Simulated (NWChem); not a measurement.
# AlBrCl (SMILES [Cl][Al][Br]) at UCAM-B3LYP/pcseg-1

Aim: the electronic atomisation energy of AlBrCl at UCAM-B3LYP/pcseg-1, from 4 runs. 

The calculation is run with NWChem 7.3.0.

### 1 The molecule

AlBrCl has 3 atoms, charge 0, and is taken as a doublet. As SMILES, `[Cl][Al][Br]`. Geometry: relaxed at PBE0-D4/def2-TZVP.

Bond lengths: Cl1–Al2 2.102 Å, Al2–Br3 2.266 Å. Angles: Cl1–Al2–Br3 118.9°.

### 2 The energy at UCAM-B3LYP/pcseg-1 (run 1)

File a.nw:

```
start a
memory total 2200 mb
charge 0

geometry units angstroms noautosym nocenter noautoz
  Cl    0.439900    1.761100    0.423900
  Al   -0.648100    0.131300   -0.337700
  Br    0.197100   -1.957200   -0.099400
end

basis "ao basis" spherical bse
  * library pcseg-1
end

dft
  xc xcamb88 1.00 lyp 0.81 vwn_5 0.19 hfexch 1.00
  cam 0.33 cam_alpha 0.19 cam_beta 0.46
  mult 2
  grid fine
  convergence energy 1e-08
  direct
  maxiter 100
  mulliken
  noprint "final vectors analysis"
end

task dft energy
```

Started as:

```bash
nwchem a.nw > a.out
```

Standard output:

```text
[...]
          Wavefunction type:  spin polarized.
          No. of atoms     :     3
          No. of electrons :    65
[...]
          Charge           :     0
          Spin multiplicity:     2
[...]
          AO basis - number of functions:    63
[...]
              XC Information
              --------------
                     Hartree-Fock (Exact) Exchange  1.000
                   CAM-Becke88 Exchange Functional  1.000
                      VWN V Correlation Functional  0.190 local
              Lee-Yang-Parr Correlation Functional  0.810
[...]
 d= 0,ls=0.0,diis     1  -3276.6607543586 -3.52D+03  1.04D-02  8.90D-02     1.2
[...]
 d= 0,ls=0.0,diis    11  -3276.7091839889 -4.63D-10  2.53D-07  1.27D-11    11.7
[...]
         Total DFT energy =    -3276.709183988903
      One electron energy =    -5044.773148849805
           Coulomb energy =     1660.905651356127
    Exchange-Corr. energy =     -138.419761897652
 Nuclear repulsion energy =      245.578075402427
[...]
      Total Density - Mulliken Population Analysis
     ---------------------------------------------
    Atom       Charge   Shell Charges
 -----------   ------   -------------------------------------------------------
    1 Cl  17    17.30   2.00  1.99  1.25  0.69  5.99  3.86  1.51  0.02
    2 Al  13    12.39   2.00  1.99  0.95  0.24  5.98  1.01  0.08  0.13
    3 Br  35    35.31   2.00  2.00  2.00  1.26  0.70  6.00  5.98  2.31  3.04  9.99  0.03
[...]
      <S2> =      0.7520 (Exact =     0.7500)
[...]
```

It took 12 s on 1 thread of AMD EPYC 9R45 (Zen 5), shared host; peak memory 0.14 GiB.

### 3 The Al atom (run 2)

File run.nw:

```
start run
memory stack 880 mb heap 220 mb global 1100 mb
charge 0

geometry units angstrom noautosym nocenter noautoz
 Al       0.000000       0.000000       0.000000
end

basis spherical bse
 * library pcseg-1
end

dft
 xc xcamb88 1.00 lyp 0.81 vwn_5 0.19 hfexch 1.00
 cam 0.33 cam_alpha 0.19 cam_beta 0.46
 mult 2
 grid fine
 convergence energy 1e-08
 direct
 maxiter 100
 mulliken
 print low
end

task dft energy
```

Run the same way, it converges to -242.35400 Eh (log not shown).

### 4 The Br atom at the same level (run 3)

File a.nw:

```
start a
title "Br"
memory total 2200 mb
geometry units angstroms noautosym nocenter noautoz
 Br     0.000000     0.000000     0.000000
end
basis spherical bse
 * library pcseg-1
end
dft
 xc xcamb88 1.00 lyp 0.81 vwn_5 0.19 hfexch 1.00
 cam 0.33 cam_alpha 0.19 cam_beta 0.46
 mult 2
 grid fine
 convergence energy 1e-08
 direct
 maxiter 100
 mulliken
 noprint "final vectors analysis"
end
task dft energy
```

Run the same way, it converges to -2573.94732 Eh (log not shown).

### 5 The Cl atom, same level (run 4)

File m1.nw:

```
start m1
title "Cl CAM-B3LYP"
memory total 2200 mb

geometry noautosym nocenter noautoz
   Cl    0.000000    0.000000    0.000000
end

basis spherical bse
   * library pcseg-1
end

dft
   xc xcamb88 1.00 lyp 0.81 vwn_5 0.19 hfexch 1.00
   cam 0.33 cam_alpha 0.19 cam_beta 0.46
   mult 2
   grid fine
   convergence energy 1e-08
   direct
   maxiter 100
   mulliken
   noprint "final vectors analysis"
end

task dft energy
```

Run the same way, it converges to -460.13993 Eh (log not shown).

### 6 All runs side by side

| run | partner | energy (Eh) | ⟨S²⟩ | wall time |
| --- | --- | --- | --- | --- |
| 1 | base | -3276.709184 | 0.752 | 12 s |
| 2 | atoms | -242.353998 | 0.751 | 0.8 s |
| 3 | atoms | -2573.947322 | 0.752 | 1.3 s |
| 4 | atoms | -460.139929 | 0.752 | 0.76 s |

### 7 What came out

Level: UCAM-B3LYP/pcseg-1.

| quantity | value |
| --- | --- |
| Cl atom: total energy | -460.13993 Eh |
| Cl atom: ⟨S²⟩ | 0.752 |
| electronic atomisation energy | 7.291 eV |

Taking the molecule apart into free atoms costs 7.29 eV (703 kJ/mol), before zero-point energy and without spin-orbit coupling. All runs together took 15 s, the longest 12 s.
